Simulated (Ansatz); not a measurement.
## LaMnIn, space group P-6m2: a comparison of norm-conserving and PAW potentials, step by step

Program: the Ansatz DFT code, driven from Python.

Input file `POSCAR`:
```text
LaMnIn
1.0
   4.59334075    0.00000000    0.00000000
  -2.29667038    3.97794978    0.00000000
   0.00000000    0.00000000    4.09655900
La Mn In
1 1 1
Direct
   0.00000000    0.00000000    0.00000000
   0.66666667    0.33333333    0.50000000
   0.33333333    0.66666667    0.50000000
```

The cells in order, each with its output:

In [1]:
```python
import ansatz as az
from ase.io import read
import numpy as np
import pandas as pd
```

In [2]:
```python
def count_gap(report):
    # lowest empty less highest filled band, counting bands; zero where they overlap
    return max(report.get("gap_by_band_count_ev") or 0.0, 0.0)
```

In [3]:
```python
atoms = read("POSCAR", format="vasp")
system = az.Crystal.from_ase(atoms).moments(Mn=4)
```

In [4]:
```python
[site.symbol for site in system.resolved().sites]
```
Out [4]:
```text
['La', 'Mn', 'In']
```

In [5]:
```python
calc = (
    system.calculation()
    .spin("collinear")
    .functional("PBE", dispersion="d3bj")
    .occupations("fermi_dirac")
    .kpoints(mesh=(8, 8, 7))
    .stress()
    .forces()
    .band_table()
)
variants = {
    "PAW": calc.pseudopotentials("paw"),
    "norm-conserving": calc.pseudopotentials("nc"),
}
rows = []
for label, variant in variants.items():
    report = variant.run(threads=1).report
    levels = np.array(report["eigenvalues_ev"][0]) - report["fermi_energy_ev"]
    print(label, "levels at the first k-point near E_F:", np.round(levels[np.abs(levels) < 5], 3))
    rows.append((label, report["n_electrons"], np.trace(report["stress_gpa"]) / 3, float(np.abs(report["forces_ev_ang"]).max()), count_gap(report), report["magnetization_mub"]))
print(pd.DataFrame(rows, columns=["treatment", "electrons in bands", "P GPa", "max force component eV/A", "gap by band count eV", "moment muB"]).round(4).to_string(index=False))
```
```text
DeckWarning: basis.ecutwfc = 420 eV, auto-derived from the records' recommended cutoffs: set by La (normal level)
PAW levels at the first k-point near E_F: [-2.965 -2.965 -2.768 -2.448 -2.448 -0.015 -0.015  0.571  1.449  1.685
  2.076  2.076]
DeckWarning: basis.ecutwfc = 1496.626244 eV, auto-derived from the records' recommended cutoffs: set by La (normal level)
norm-conserving levels at the first k-point near E_F: [-2.972 -2.972 -2.774 -2.458 -2.458 -0.009 -0.009  0.568  1.449  1.68
  2.062  2.062]
      treatment  electrons in bands  P GPa  max force component eV/A  gap by band count eV  moment muB
            PAW                39.0 2.6671                       0.0                   0.0      3.2170
norm-conserving                39.0 2.7361                       0.0                   0.0      3.2036
```

PAW gives 2.667 GPa and norm-conserving 2.736 GPa, 0.07 GPa apart. They took 26.8 and 149.7 s of processor time.

Caveats:
- The magnetic order follows from the starting moments and needn't be the lowest.
- The computed bands are complete only to about 1.9 eV above the Fermi level.
- Dispersion corrections can be off by several per cent in the lattices of metals, and by several GPa in the pressure at a fixed cell.
- A gap by band count of zero or less means overlapping bands, a metal.
- This cell is a computed structure, which may not be the phase found in nature.
- Levels are Kohn-Sham eigenvalues on this mesh, without spin-orbit coupling.
- Warnings are shown shortened and without file and line.
- Stress is positive in compression.
- Wall time of the script: 3 min on 1 thread of Arm Neoverse V1, on a shared host, peak memory 1.1 GiB.
